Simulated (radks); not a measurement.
# Ir⁶⁶⁺ in [Ne] 3s1: an all-electron calculation

What are the levels of the iridium ion Ir66+, how large are its shells, and how does its energy divide?

Method: non-relativistic Kohn-Sham, BP86, spin-polarised, spherical densities, point nucleus; open shells are filled with parallel spins first. Code: radks (a radial shooting solver on a logarithmic mesh, Libxc functionals) version 1.

## Step 1: The atom as given

- element: iridium (Z = 77)
- charge: +66
- electrons: 11
- configuration: [Ne] 3s1

Outer shells as boxes (Hund's rule):

Ir⁶⁶⁺
```
[Ne] core
3s [↑ ]
```

## Step 2: The calculation

Input:

```text
Z 77
configuration [Ne] 3s1 3p0 4s0
relativity non-relativistic
functional b88,p86
spin polarised
nucleus point
```

What does the calculation give?

**Answer**, as computed:

| quantity | value |
| --- | --- |
| total energy | -11464.3836 hartree |
| exchange-correlation share of it | 1.17 % |
| −T/E | 1.0000 |
| highest occupied level | 3s up, -7179.4 eV |
| most extended occupied level | 3s up, <r> = 0.190 bohr |
| radius at density 0.001 e/bohr³ | 0.506 bohr |
| maxima of the radial density | 2 |
| ionisation energy, NIST | 7850 (theory) eV |

The radial density shows 2 maxima for 3 occupied principal shells; where shells overlap, one shows as a shoulder or not at all. The ratio −T/E is 1.0000; for a non-relativistic Coulomb system it is 1 up to the kinetic part of correlation. The top level binds by 7179.4 eV, 91 % of the NIST ionisation energy of 7850 eV. Relativity is left out here, which matters for elements this heavy.
